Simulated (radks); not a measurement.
# Cu⁺ in [Ar] 3d10: an all-electron calculation

An exercise on one series of results from a longer session: the logs are not shown, and one member is left open.

Method: scalar-relativistic Kohn-Sham, r2SCAN, spin-unpolarised, spherical densities, finite nucleus. Code: radks (a radial shooting solver on a logarithmic mesh, Libxc functionals) version 1.

### Starting point

```
element            : copper (Z = 29)
charge             : +1
electrons          : 28
configuration      : [Ar] 3d10
nuclear rms radius : 3.8823 fm
```

Outer shells as boxes (Hund's rule):

Cu⁺
```
[Ar] core
3d [↑↓][↑↓][↑↓][↑↓][↑↓]
```

Set-up of the first run:

The run's settings:

```text
Z 29
configuration [Ar] 3d10
relativity scalar-relativistic
functional r2scan,r2scan
spin unpolarised
nucleus finite rms 3.8823 fm
c 137.035999084
```

Launch:

```sh
python run_ks.py task.json out
```

The same process makes all the runs of this session.

Among the steps run: Self-consistent calculation.

One table of the session follows, with a row left open; its other results are not shown here.

Radial moments (bohr):

| level | <r> | outermost maximum (interpolated) | 90 % within | nodes |
| --- | --- | --- | --- | --- |
| 1s | 0.05214 | 0.0341 | 0.0931 | 0 |
| 2s | ? | ? | ? | ? |
| 2p | 0.2063 | 0.158 | 0.337 | 0 |
| 3s | 0.7125 | 0.613 | 1.07 | 2 |
| 3p | 0.7509 | 0.620 | 1.16 | 1 |
| 3d | 1.007 | 0.607 | 1.81 | 0 |

Estimate the missing values for 2s.

As computed: <r>: 0.2348; outermost maximum (interpolated): 0.196; 90 % within: 0.363; nodes: 1. In the column «<r>» it lies between 2p (0.2063) and 3s (0.7125).
